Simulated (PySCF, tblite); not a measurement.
# C6H8NOP: geometry, infrared bands and NMR shifts

Wanted: the infrared bands and NMR shifts of C6H8NOP (`CC(=O)c1cn(C)cp1`), by calculation.

Computed with tblite 0.8.0 and PySCF 2.14.0, with density-fitted response routines of our own, on a single molecule in the gas phase. Atoms count from 0, in the outputs and in this text.

### Step 1. The starting structure

17 atoms, charge 0, multiplicity 1; geometry from: force field or distance geometry start.

Bonds of the start (Å): C0–C1 1.49, C1–O2 1.25, C1–C3 1.48, C3–C4 1.35, C4–N5 1.30, N5–C6 1.49, N5–C7 1.34, C7–P8 1.85, P8–C3 1.68, C0–H9 1.11, C0–H10 1.11, C0–H11 1.12, C4–H12 1.12, C6–H13 1.09, C6–H14 1.13, C6–H15 1.08, C7–H16 1.09.

### Step 2. Optimising the geometry with GFN2-xTB

The job: settings as JSON, then the geometry in Å.

```
{"job": {"kind": "relax", "xc": "GFN2-xTB", "basis": "xTB"}, "charge": 0, "multiplicity": 1}
C     -3.163100     0.422000     0.465600
C     -2.091500    -0.137800    -0.399000
O     -2.339900    -0.780600    -1.439000
C     -0.698900     0.086300     0.053000
C      0.418900    -0.353200    -0.560900
N      1.579600    -0.073500    -0.040700
C      2.862500    -0.502600    -0.665800
C      1.607200     0.627000     1.102100
P     -0.191300     0.897700     1.437400
H     -4.027000    -0.276300     0.513300
H     -3.561700     1.375800     0.070200
H     -2.722900     0.595000     1.477000
H      0.331900    -0.931200    -1.512400
H      2.736000    -1.343200    -1.348200
H      3.419100    -0.912900     0.227900
H      3.340300     0.388600    -1.047800
H      2.493800     0.931000     1.657400
```

Command:

```
$ OMP_NUM_THREADS=1 python probes_run.py task.json out
```

This one command runs all jobs of the session in turn.

The program printed:

```text
step      E/eV     max force
  0    -718.03474    4.662
  1    -718.59182    2.795
  2    -718.77855    1.414
  3    -718.87615    1.001
  4    -718.93986    0.540
  5    -718.96780    0.448
  6    -718.98239    0.314
  7    -718.99251    0.223
  8    -718.99721    0.134
  9    -718.99973    0.106
 10    -719.00105    0.089
 11    -719.00206    0.081
 12    -719.00279    0.059
 13    -719.00325    0.037
 14    -719.00350    0.042
 15    -719.00364    0.032
 16    -719.00374    0.022
 17    -719.00382    0.024
 18    -719.00389    0.024
 19    -719.00396    0.023
 20    -719.00403    0.026
 21    -719.00411    0.032
 22    -719.00422    0.034
 23    -719.00438    0.037
 24    -719.00457    0.036
 25    -719.00480    0.038
 26    -719.00508    0.049
 27    -719.00542    0.049
 28    -719.00575    0.044
 29    -719.00606    0.040
 30    -719.00642    0.050
 31    -719.00686    0.072
 32    -719.00743    0.085
 33    -719.00812    0.083
 34    -719.00889    0.063
 35    -719.00969    0.051
 36    -719.01034    0.039
 37    -719.01069    0.042
 38    -719.01065    0.145
 39    -719.01119    0.055
 40    -719.01152    0.037
 41    -719.01237    0.056
 42    -719.01299    0.062
 43    -719.01369    0.058
 44    -719.01424    0.047
 45    -719.01447    0.057
 46    -719.01483    0.036
 47    -719.01504    0.035
 48    -719.01555    0.037
 49    -719.01585    0.049
 50    -719.01643    0.059
 51    -719.01693    0.058
 52    -719.01746    0.048
 53    -719.01774    0.046
 54    -719.01799    0.042
 55    -719.01822    0.035
 56    -719.01841    0.029
 57    -719.01853    0.042
 58    -719.01866    0.025
 59    -719.01881    0.029
 60    -719.01905    0.033
 61    -719.01924    0.037
 62    -719.01939    0.027
 63    -719.01948    0.022
 64    -719.01955    0.023
 65    -719.01960    0.024
 66    -719.01965    0.025
 67    -719.01968    0.016
 68    -719.01973    0.013
 69    -719.01977    0.016
 70    -719.01984    0.027
 71    -719.01994    0.034
 72    -719.02006    0.030
 73    -719.02017    0.021
 74    -719.02026    0.026
 75    -719.02034    0.030
 76    -719.02043    0.030
 77    -719.02056    0.027
 78    -719.02068    0.030
 79    -719.02079    0.030
 80    -719.02093    0.029
 81    -719.02115    0.037
 82    -719.02150    0.043
 83    -719.02191    0.042
 84    -719.02224    0.040
 85    -719.02244    0.052
 86    -719.02256    0.067
 87    -719.02292    0.037
 88    -719.02324    0.026
 89    -719.02359    0.019
 90    -719.02376    0.023
 91    -719.02386    0.032
 92    -719.02396    0.023
 93    -719.02403    0.020
 94    -719.02407    0.017
 95    -719.02412    0.014
 96    -719.02415    0.010
 97    -719.02417    0.009
```

Wall time 1.1 s (1 thread of Arm Neoverse N1, shared host); peak memory 0.18 GiB.

The steps of the relaxation: (not every step is listed)

```
step  energy from step 0 (eV)  largest force (eV/Å)
   0                   0.0000                4.6622
   1                  -0.5571                2.7949
   2                  -0.7438                1.4136
   3                  -0.8414                1.0013
   4                  -0.9051                0.5405
   5                  -0.9331                0.4479
   6                  -0.9476                0.3141
   7                  -0.9578                0.2229
   8                  -0.9625                0.1335
  16                  -0.9690                0.0220
  24                  -0.9698                0.0360
  32                  -0.9727                0.0854
  40                  -0.9768                0.0366
  48                  -0.9808                0.0368
  56                  -0.9837                0.0288
  64                  -0.9848                0.0232
  72                  -0.9853                0.0302
  80                  -0.9862                0.0286
  88                  -0.9885                0.0265
  92                  -0.9892                0.0233
  93                  -0.9893                0.0199
  94                  -0.9893                0.0166
  95                  -0.9894                0.0139
  96                  -0.9894                0.0099
  97                  -0.9894                0.0093
```

Close pairs (by a distance rule), those that changed most:

```
  bond  before (Å)  after (Å)  change (Å)
 C7–P8       1.849      1.713      -0.137
 C3–P8       1.683      1.776      +0.093
 N5–C6       1.490      1.439      -0.051
C4–H12       1.117      1.075      -0.042
C6–H14       1.130      1.092      -0.038
 C4–N5       1.302      1.340      +0.038
 C1–O2       1.248      1.214      -0.033
 C3–C4       1.349      1.379      +0.030
```

The end geometry stands in the next job.

### Step 3. Vibrational analysis with GFN2-xTB

The job: settings as JSON, then the geometry in Å.

```
{"job": {"kind": "ir", "xc": "GFN2-xTB", "basis": "xTB"}, "charge": 0, "multiplicity": 1}
C     -3.134150     0.424859     0.496693
C     -2.065772    -0.228046    -0.344413
O     -2.322527    -0.937052    -1.296249
C     -0.690714     0.052131     0.063471
C      0.400178    -0.465223    -0.602903
N      1.576714    -0.094461    -0.079317
C      2.858033    -0.486350    -0.603503
C      1.445418     0.717585     1.001406
P     -0.176256     1.065249     1.428291
H     -4.117659     0.165259     0.114413
H     -3.004504     1.505268     0.476556
H     -3.039248     0.091822     1.528504
H      0.355081    -1.107333    -1.464043
H      2.717976    -1.210629    -1.403511
H      3.466285    -0.937203     0.182837
H      3.389385     0.382432    -0.999615
H      2.334763     1.073723     1.491473
```

The program printed:

```text
mode    cm-1     km/mol
  1      42.7      0.40
  2      47.2     10.25
  3     100.9      0.00
  4     141.3      0.22
  5     144.3      4.78
  6     210.1      0.46
  7     307.8      0.52
  8     374.3      1.72
  9     414.4      0.17
 10     426.2      2.19
 11     519.8      0.60
 12     554.4      8.52
 13     594.0      6.96
 14     598.2     15.75
 15     716.1      4.62
 16     748.1      2.27
 17     793.3      8.63
 18     945.8      0.97
 19     967.6     26.37
 20     987.2     18.41
 21     992.4      7.15
 22    1056.2      3.45
 23    1067.7     18.72
 24    1100.9      0.83
 25    1168.5     51.62
 26    1203.8      1.34
 27    1245.8    161.00
 28    1363.3     29.79
 29    1379.1     14.97
 30    1409.6      1.71
 31    1430.0     54.82
 32    1445.8     16.37
 33    1455.2     11.15
 34    1459.4     10.24
 35    1473.4     53.56
 36    1493.0    170.99
 37    1713.8    405.84
 38    2977.6     17.78
 39    2998.5     23.30
 40    3018.3      9.93
 41    3024.3     10.89
 42    3040.7      9.39
 43    3054.8     19.81
 44    3116.4      8.78
 45    3133.8      3.88
```

It took 1 s on 1 thread of Arm Neoverse N1, shared host; peak memory 0.18 GiB.

The strongest bands and the atoms that carry them (share of the mass-weighted mode):

```
cm⁻¹  km/mol                                  atoms
 968    26.4     C4 16 %, C7 15 %, C0 14 %, C1 10 %
1168    51.6                      H12 40 %, N5 13 %
1246   161.0                       C1 34 %, C3 32 %
1363    29.8   H11 28 %, H10 28 %, H9 22 %, C0 20 %
1430    54.8              C3 33 %, N5 23 %, C4 16 %
1473    53.6  H15 32 %, H14 29 %, C4 11 %, H13 11 %
1493   171.0                       C4 38 %, N5 28 %
1714   405.8                       C1 62 %, O2 36 %
```

### Step 4. Nuclear shieldings: PBE0/pcSseg-1

The job, as its differences from that of step 3:

```diff
@@ -1,2 +1,2 @@
-{"job": {"kind": "ir", "xc": "GFN2-xTB", "basis": "xTB"}, "charge": 0, "multiplicity": 1}
+{"job": {"kind": "nmr", "xc": "PBE0", "basis": "pcSseg-1"}, "charge": 0, "multiplicity": 1}
 C     -3.134150     0.424859     0.496693
```

Method: GIAO PBE0/pcSseg-1 NMR shielding, non-relativistic, gas phase.

The program printed:

```text
coarse grid: 15248 points
cycle   1  E = -703.9686290701  dE =  1.655e+00  |g| = 8.228e-01  |ddm| = 4.022e+00
cycle   2  E = -703.5509025895  dE =  4.177e-01  |g| = 1.648e+00  |ddm| = 3.498e+00
cycle   3  E = -704.1058730631  dE = -5.550e-01  |g| = 1.803e-01  |ddm| = 2.812e+00
cycle   4  E = -704.1119926078  dE = -6.120e-03  |g| = 8.996e-02  |ddm| = 2.577e-01
cycle   5  E = -704.1134761162  dE = -1.484e-03  |g| = 3.893e-02  |ddm| = 1.073e-01
cycle   6  E = -704.1138257682  dE = -3.497e-04  |g| = 9.478e-03  |ddm| = 4.113e-02
cycle   7  E = -704.1138468153  dE = -2.105e-05  |g| = 3.825e-03  |ddm| = 1.468e-02
cycle   8  E = -704.1138504011  dE = -3.586e-06  |g| = 8.436e-04  |ddm| = 4.359e-03
final grid: 144352 points
cycle   9  E = -704.1765971854  dE = -2.128e-05  |g| = 1.334e-02  |ddm| = 3.442e-02
cycle  10  E = -704.1764993208  dE =  9.786e-05  |g| = 2.536e-02  |ddm| = 3.855e-02
cycle  11  E = -704.1766355658  dE = -1.362e-04  |g| = 2.264e-03  |ddm| = 2.778e-02
cycle  12  E = -704.1766366351  dE = -1.069e-06  |g| = 3.018e-04  |ddm| = 2.490e-03
cycle  13  E = -704.1766366519  dE = -1.675e-08  |g| = 2.327e-04  |ddm| = 7.994e-04
cycle  14  E = -704.1766366650  dE = -1.308e-08  |g| = 5.025e-05  |ddm| = 2.675e-04
cycle  15  E = -704.1766366654  dE = -4.654e-10  |g| = 2.616e-05  |ddm| = 7.538e-05
converged SCF energy = -704.1766366654

GIAO shielding tensors (ppm)
atom      isotropic    diamagn.    paramagn.     s11        s22        s33       span
  0 C      155.609     253.713     -98.104    135.657    142.187    188.983     53.327
  1 C      -10.143     241.837    -251.979    -98.110    -33.826    101.508    199.618
  2 O     -273.697     402.708    -676.405   -811.158   -351.218    341.286   1152.445
  3 C       34.438     273.205    -238.767    -42.146     13.715    131.744    173.890
  4 C       45.768     256.908    -211.141    -29.973     45.384    121.892    151.865
  5 N       67.000     335.667    -268.667    -39.180     65.034    175.145    214.326
  6 C      147.482     242.955     -95.472    122.682    131.147    188.619     65.937
  7 C       27.646     260.560    -232.913    -99.185     57.820    124.305    223.490
  8 P      176.433     970.183    -793.750    -28.429    109.610    448.118    476.547
  9 H       29.665      27.347       2.318     25.939     27.966     35.090      9.151
 10 H       28.771      29.999      -1.228     24.644     29.945     31.724      7.080
 11 H       28.777      29.949      -1.172     24.677     29.888     31.765      7.088
 12 H       23.613      35.517     -11.904     19.495     24.488     26.856      7.361
 13 H       27.860      28.924      -1.064     22.345     27.618     33.617     11.273
 14 H       27.742      27.692       0.050     23.092     26.240     33.895     10.803
 15 H       27.709      27.693       0.016     23.405     25.616     34.106     10.702
 16 H       23.847      32.695      -8.848     21.238     22.713     27.589      6.351
```

Wall time 59 s (1 thread of Arm Neoverse N1, shared host); peak memory 0.88 GiB.

Shifts follow as δ = σ(reference) − σ, with reference shieldings (ppm) from runs at the same level and on the same kind of geometry: 1H TMS 31.72, 13C TMS 186.9, 15N NH3 267.7, 17O H2O 336.1, 31P H3PO4 318.4. The references are single molecules in the gas phase, so shifts against H2O, NH3, PH3, H3PO4 or CFCl3 are not on the usual liquid scales and can be off by tens of ppm. Atoms listed in one row are averaged.

```
        atoms                                         environment  σ (ppm)  δ (ppm)  δ scaled to CDCl3
           C1                              ketone carbonyl carbon    -10.1    197.1              190.4
           C7                 aromatic CH next to a ring nitrogen     27.6    159.3              153.5
           C3                         substituted aromatic carbon     34.4    152.5              146.9
           C4                 aromatic CH next to a ring nitrogen     45.8    141.2              135.9
           C6                           methyl carbon bonded to N    147.5     39.4               36.6
           C0                       methyl carbon α to a carbonyl    155.6     31.3               28.6
          H12  hydrogen on an aromatic CH next to a ring nitrogen    23.61     8.10               7.75
          H16  hydrogen on an aromatic CH next to a ring nitrogen    23.85     7.87               7.53
H13, H14, H15             hydrogen on a methyl carbon bonded to N    27.77     3.95               3.83
 H9, H10, H11         hydrogen on a methyl carbon α to a carbonyl    29.07     2.65               2.60
           O2                                       ketone oxygen   -273.7    609.8                  –
           N5                          pyrrole-type ring nitrogen     67.0    200.7                  –
           P8      phosphorus bonded to 2 C, in a 5-membered ring    176.4    141.9                  –
```

The scaled column applies a straight-line fit of computed shieldings to shifts measured in CDCl3 (root-mean-square error 0.16 ppm for H, 1.9 ppm for C).

The run also stored atomic charges by several schemes (e):

```
atoms  Mulliken    IAO  Hirshfeld  ESP fit
   C0     -0.27  -0.48      -0.13    -0.66
   C1      0.27   0.38       0.14     0.75
   O2     -0.38  -0.45      -0.26    -0.55
   C3     -0.66  -0.32      -0.11    -0.22
   C4      0.36  -0.05       0.00    -0.19
   N5     -0.57  -0.02       0.01     0.25
   C6     -0.05  -0.31      -0.04    -0.41
   C7     -0.15  -0.34      -0.09    -0.22
   P8      0.39   0.27       0.03    -0.14
```

Mayer bond orders: C0–C1 1.03, C1–O2 2.01, C1–C3 0.98, C3–C4 1.42, C4–N5 1.16, N5–C6 0.91, N5–C7 1.17, C7–P8 1.47, P8–C3 1.19.

Ring of atoms C3, C4, N5, C7, P8: NICS(0) -11.7, NICS(1) -10.7, NICS(1)zz -25.3 ppm (means of both faces).

### Step 5. Summary of results

| quantity | value |
| --- | --- |
| strongest single infrared mode (GFN2-xTB) | 1714 cm⁻¹, 406 km/mol |
| zero-point energy (GFN2-xTB) | 80.7 kcal/mol |
| 13C shifts against TMS (PBE0/pcSseg-1) | 197.1, 159.3, 152.5, 141.2, 39.4, 31.3 ppm |
| 1H shifts against TMS (PBE0/pcSseg-1, means over atoms taken as alike) | 8.10, 7.87, 3.95, 2.65 ppm |
| 17O shifts against H2O (PBE0/pcSseg-1) | 609.8 ppm |
| 15N shifts against NH3 (PBE0/pcSseg-1) | 200.7 ppm |
| 31P shifts against H3PO4 (PBE0/pcSseg-1) | 141.9 ppm |

In words: The optimisation took 97 steps and gained 0.989 eV; among the close pairs (by a distance rule), C7–P8 changed most, from 1.849 to 1.713 Å. No mode is imaginary among the 45: a minimum at this level. The strongest single mode, at 1714 cm⁻¹, moves mainly C1 and O2. GFN2-xTB is a fitted tight-binding method: band positions and strengths are rough. Its intensities can rank the bands wrongly. C1 (ketone carbonyl carbon) lies farthest downfield among carbon, at 197.1 ppm; low-lying n→π* states of the double bond to the heteroatom give a large paramagnetic term (-252 ppm). At PBE0/pcSseg-1: The widest tensor belongs to O2: span 1152 ppm, with a paramagnetic part of -676 ppm. NICS(1)zz of -25 ppm above the planar ring from C3 marks a diatropic (aromatic) ring current.
